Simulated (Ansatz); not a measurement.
# W3N4: how settings move the results

This session on W3N4 sets out to see how the plane-wave cutoff moves the results.

Computed with Ansatz 0.2.0 (DFT PBE, scalar-relativistic, plane waves, PAW, unless a step's input says otherwise).

4 further runs of the same task are left out: 3 for a known fault of the program, 1 set aside as unsound or not needed. Runs told in other sessions of the task aren't counted.

## (1) The starting structure

It takes space group Pm-3m (No. 221, cubic). The conventional cell has a = 4.122 Å, b = 4.122 Å, c = 4.122 Å, α = 90.00°, β = 90.00°, γ = 90.00°. W (site symmetry 4/mmm) has 6 N at 2.06 Å in its first shell of neighbours. N (site symmetry m-3m) has 6 W at 2.06 Å in its first shell of neighbours. Around N (site symmetry 4/mmm) lie 4 W at 2.06 Å.

As a file:

```
W N
1.0
     4.12200    0.00000    0.00000
     0.00000    4.12200    0.00000
     0.00000    0.00000    4.12200
W N
3 4
Direct
  0.50000 0.50000 0.00000
  0.00000 0.50000 0.50000
  0.50000 0.00000 0.50000
  0.50000 0.50000 0.50000
  0.50000 0.00000 0.00000
  0.00000 0.50000 0.00000
  0.00000 0.00000 0.50000
```

Source of the structure: the Crystallography Open Database. It is taken as it stands there.

## (2) The base run, which the others are set against

input.yaml reads:

```yaml
crystal:
  lattice:
    - [4.122, 0.0, 0.0]
    - [0.0, 4.122, 0.0]
    - [0.0, 0.0, 4.122]
  atoms:
    - { symbol: W, position: [0.5, 0.5, 0.0] }
    - { symbol: W, position: [0.0, 0.5, 0.5] }
    - { symbol: W, position: [0.5, 0.0, 0.5] }
    - { symbol: "N", position: [0.5, 0.5, 0.5] }
    - { symbol: "N", position: [0.5, 0.0, 0.0] }
    - { symbol: "N", position: [0.0, 0.5, 0.0] }
    - { symbol: "N", position: [0.0, 0.0, 0.5] }
basis:
  ecutwfc: 420
kpoints:
  mp_grid: { grid: [10, 10, 10] }
hamiltonian:
  xc: pbe
scf:
  occupations: { method: gaussian, width: 0.1 }
output:
  forces: true
  stress: true
  eigenvalues: true
  populations: true
```

It was run beforehand and gave: -4670.0632 eV/atom at zero smearing, pressure 27.02 GPa, largest force 0.000 eV/Å, no gap on the mesh, in 6 SCF cycles and 9.3 s.

## (3) Plane-wave cutoff: 150 eV

input.yaml reads:

```yaml
crystal:
  lattice:
    - [4.122, 0.0, 0.0]
    - [0.0, 4.122, 0.0]
    - [0.0, 0.0, 4.122]
  atoms:
    - { symbol: W, position: [0.5, 0.5, 0.0] }
    - { symbol: W, position: [0.0, 0.5, 0.5] }
    - { symbol: W, position: [0.5, 0.0, 0.5] }
    - { symbol: "N", position: [0.5, 0.5, 0.5] }
    - { symbol: "N", position: [0.5, 0.0, 0.0] }
    - { symbol: "N", position: [0.0, 0.5, 0.0] }
    - { symbol: "N", position: [0.0, 0.0, 0.5] }
basis:
  ecutwfc: 150
kpoints:
  mp_grid: { grid: [10, 10, 10] }
hamiltonian:
  xc: pbe
scf:
  occupations: { method: gaussian, width: 0.1 }
output:
  forces: true
  stress: true
  eigenvalues: true
```

On the command line:

```sh
$ ansatz run input.yaml --threads 2 --pin off --max-ram 5120MiB --backend cpu --events-out ev --progress --plain --runs-dir out
```

## (4) Plane-wave cutoff set to 200 eV

Edit input.yaml of step 3 so:

```diff
@@ -14,3 +14,3 @@
 basis:
-  ecutwfc: 150
+  ecutwfc: 200
 kpoints:
```

## (5) Plane-wave cutoff set to 250 eV

Edit input.yaml of step 4 so:

```diff
@@ -14,3 +14,3 @@
 basis:
-  ecutwfc: 200
+  ecutwfc: 250
 kpoints:
```

## (6) Plane-wave cutoff set to 300 eV

Edit input.yaml of step 5 so:

```diff
@@ -14,3 +14,3 @@
 basis:
-  ecutwfc: 250
+  ecutwfc: 300
 kpoints:
```

## (7) Plane-wave cutoff: 350 eV

Edit input.yaml of step 6 so:

```diff
@@ -14,3 +14,3 @@
 basis:
-  ecutwfc: 300
+  ecutwfc: 350
 kpoints:
```

## (8) Plane-wave cutoff set to 380 eV

Edit input.yaml of step 7 so:

```diff
@@ -14,3 +14,3 @@
 basis:
-  ecutwfc: 350
+  ecutwfc: 380
 kpoints:
```

## (9) Plane-wave cutoff set to 460 eV

Edit input.yaml of step 8 so:

```diff
@@ -14,3 +14,3 @@
 basis:
-  ecutwfc: 380
+  ecutwfc: 460
 kpoints:
```

## (10) Plane-wave cutoff: 520 eV

Edit input.yaml of step 9 so:

```diff
@@ -14,3 +14,3 @@
 basis:
-  ecutwfc: 460
+  ecutwfc: 520
 kpoints:
```

## (11) Plane-wave cutoff: 600 eV

Edit input.yaml of step 10 so:

```diff
@@ -14,3 +14,3 @@
 basis:
-  ecutwfc: 520
+  ecutwfc: 600
 kpoints:
@@ -25 +25,5 @@
   eigenvalues: true
+  write_density: true
+  write_potential: true
+  elf: true
+  volumetric_format: npy
```

## (12) Plane-wave cutoff set to 700 eV

Edit input.yaml of step 11 so:

```diff
@@ -14,3 +14,3 @@
 basis:
-  ecutwfc: 600
+  ecutwfc: 700
 kpoints:
@@ -25,5 +25 @@
   eigenvalues: true
-  write_density: true
-  write_potential: true
-  elf: true
-  volumetric_format: npy
```

## (13) Plane-wave cutoff set to 850 eV

Edit input.yaml of step 12 so:

```diff
@@ -14,3 +14,3 @@
 basis:
-  ecutwfc: 700
+  ecutwfc: 850
 kpoints:
```

(Steps that only read results are left out.)

**Question.** What does this series show?

The runs gave:

| quantity | value |
| --- | --- |
| plane-wave cutoff: within 10 and 1 meV/atom of 850 eV from | 420 eV for 10; 520 eV for 1 |

**Reading.** For the plane-wave cutoff, the energy stays within 1 meV/atom of the reference from 520 eV on, at about 0.45 of the reference's time. The reference is only the best run made, not a proven limit. Much of this error cancels in differences between similar cells. The pressure is off by up to 65.4 GPa. The listed cell is far from this method's equilibrium (27.0 GPa, forces up to 0.00 eV/Å), so its values are not those of the relaxed crystal. Spin-orbit coupling is left out for W. The settings are coarse, so take the values as rough.
